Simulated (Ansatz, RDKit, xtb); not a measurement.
# C5H8OSSi: which of the isomers drawn lies lowest?

Which of a sample of isomers of C5H8OSSi is the most stable in the gas at 298.15 K, and what are its properties? The sample is small against all isomers, and the most stable one of this formula need not be in it.

Plan: many cheap relaxations first (GFN2-xTB), then density-functional screening, relaxation at B3LYP-D3(BJ)/def2-SVP, vibrations (at GFN2-xTB) and a final energy. The numbers are computed, not measured.

## 1. Possible bonding patterns

Isomers were taken from a list of plausible structures; this is a sample, not all of them. That gives 14 candidates.

```csv
label,SMILES,spin
c131,C#C[C@@H]1[SiH2]OC[C@@H]1S,singlet
c178,Cc1ccsc1[SiH2]O,singlet
c292,C#CCS[SiH2]OC=C,singlet
c318,C[SiH2]c1ccc(S)o1,singlet
c339,C=C(C)[C@@H]1[SiH2]OC1=S,singlet
c365,C#C[Si@](O)(S)CC=C,singlet
c518,C#C[Si@H](S)OC(=C)C,singlet
c584,C/C=C1\[SiH2]C(=O)CS1,singlet
c744,O=CC1=C[SiH2]SCC1,singlet
c816,Cc1csc([SiH3])c1O,singlet
c833,C#C[Si@H](OC=C)SC,singlet
c847,C#C[Si@@H]1C[C@H](S)CO1,singlet
c898,C#C[C@@H]1S[SiH2]O[C@H]1C,singlet
c918,C=C1[SiH2][C@H](SC)C1=O,singlet
```

Candidates are built by distance geometry, with a force field where one applies, in up to four conformers (letters a to d).

Q: Predict the outcome of this search (final energies at CCSD(T)/def2-SVP + MP2/def2-TZVPP - MP2/def2-SVP).

| quantity | value |
| --- | --- |
| lowest structure found | Cc1ccsc1[SiH2]O, singlet |
| next finalist | Cc1csc([SiH3])c1O, singlet, 35.0 kcal/mol higher in G |
| share at equilibrium, among the finalists | 100.0 % |

`Cc1ccsc1[SiH2]O` comes out lowest. The margin of 35.0 kcal/mol over the next finalist is beyond the usual error of the last level; it says nothing of structures that weren't ranked. GFN2-xTB, HF/STO-3G, r2SCAN-D4/def2-SVP, B3LYP-D3(BJ)/def2-SVP, HF/def2-SVP and MP2/def2-SVP already put its bonding pattern lowest among the structures in one piece. Lowest found is not proven lowest: the search is finite, and each finalist counts with one conformer. Only 14 drawn patterns were tried, so whole families of isomers are missing, and the result ranks this sample alone. The lowest isomer need not be the one that is made and kept in a bottle, which depends on barriers.
